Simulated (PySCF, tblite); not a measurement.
# C6H5F3NP: geometry, infrared bands and NMR shifts

Aim: predict the infrared bands and NMR shifts of C6H5F3NP (`Cc1cpc(C(F)(F)F)cn1`).

The runs use tblite 0.8.0 and PySCF 2.14.0, with density-fitted response routines of our own; the level of theory stands in each step. All values are computed, except where a source is named. Atoms are numbered from 0 throughout.

### Step 1. The molecule as given

16 atoms, charge 0, multiplicity 1; geometry from: force field or distance geometry start.

Bonds of the start (Å): C0–C1 1.50, C1–C2 1.39, C2–P3 1.83, P3–C4 1.86, C4–C5 1.50, C5–F6 1.36, C5–F7 1.37, C5–F8 1.36, C4–C9 1.40, C9–N10 1.36, N10–C1 1.37, C0–H11 1.10, C0–H12 1.09, C0–H13 1.10, C2–H14 1.10, C9–H15 1.09.

### Step 2. Geometry optimisation with GFN2-xTB

What the job is given:

```
{"job": {"kind": "relax", "xc": "GFN2-xTB", "basis": "xTB"}, "charge": 0, "multiplicity": 1}
C     -2.922600    -0.202700     0.136800
C     -1.446900     0.037300     0.070300
C     -0.964100     1.299000     0.415200
P      0.812400     1.747800     0.399900
C      1.509900     0.113800    -0.166300
C      2.988500    -0.046300    -0.344400
F      3.338800    -1.195100    -0.991100
F      3.664800    -0.080000     0.851000
F      3.575300     0.952200    -1.062900
C      0.652100    -0.965100    -0.398800
N     -0.705200    -1.047400    -0.300800
H     -3.305300    -0.027900     1.154400
H     -3.181900    -1.228400    -0.131100
H     -3.441100     0.471600    -0.559200
H     -1.670300     2.095100     0.701200
H      1.088100    -1.914800    -0.708500
```

Launch:

```sh
$ OMP_NUM_THREADS=1 python probes_run.py task.json out
```

One launch serves the whole session: the jobs run in the order shown.

**Question.** This job is followed by: GFN2-xTB harmonic vibrations, gas phase; GIAO PBE0/pcSseg-1 NMR shielding, non-relativistic, gas phase. What will the session give for the following? strongest single infrared mode (GFN2-xTB); zero-point energy (GFN2-xTB); 13C shifts against TMS (PBE0/pcSseg-1); 1H shifts against TMS (PBE0/pcSseg-1, means over atoms taken as alike); 31P shifts against H3PO4 (PBE0/pcSseg-1); 19F shifts against CFCl3 (PBE0/pcSseg-1, means over atoms taken as alike); 15N shifts against NH3 (PBE0/pcSseg-1).

The runs gave:

| quantity | value |
| --- | --- |
| strongest single infrared mode (GFN2-xTB) | 1031 cm⁻¹, 328 km/mol |
| zero-point energy (GFN2-xTB) | 62.9 kcal/mol |
| 13C shifts against TMS (PBE0/pcSseg-1) | 168.4, 158.0, 157.3, 155.1, 135.3, 30.5 ppm |
| 1H shifts against TMS (PBE0/pcSseg-1, means over atoms taken as alike) | 9.63, 8.95, 3.01 ppm |
| 31P shifts against H3PO4 (PBE0/pcSseg-1) | 263.2 ppm |
| 19F shifts against CFCl3 (PBE0/pcSseg-1, means over atoms taken as alike) | -73.7 ppm |
| 15N shifts against NH3 (PBE0/pcSseg-1) | 359.6 ppm |

In words: Relaxing lowered the energy by 0.539 eV in 100 steps; the close pair that moved most is P3–C4, from 1.865 to 1.745 Å. No mode is imaginary among the 42: a minimum at this level. The strongest single mode, at 1031 cm⁻¹, moves mainly C5. Unscaled tight-binding wavenumbers are off by several per cent, some by more. Its intensities can rank the bands wrongly. At PBE0/pcSseg-1: The widest tensor belongs to P3: span 853 ppm, with a paramagnetic part of -913 ppm. NICS(1)zz of -25 ppm above the planar ring from C1 marks a diatropic (aromatic) ring current.
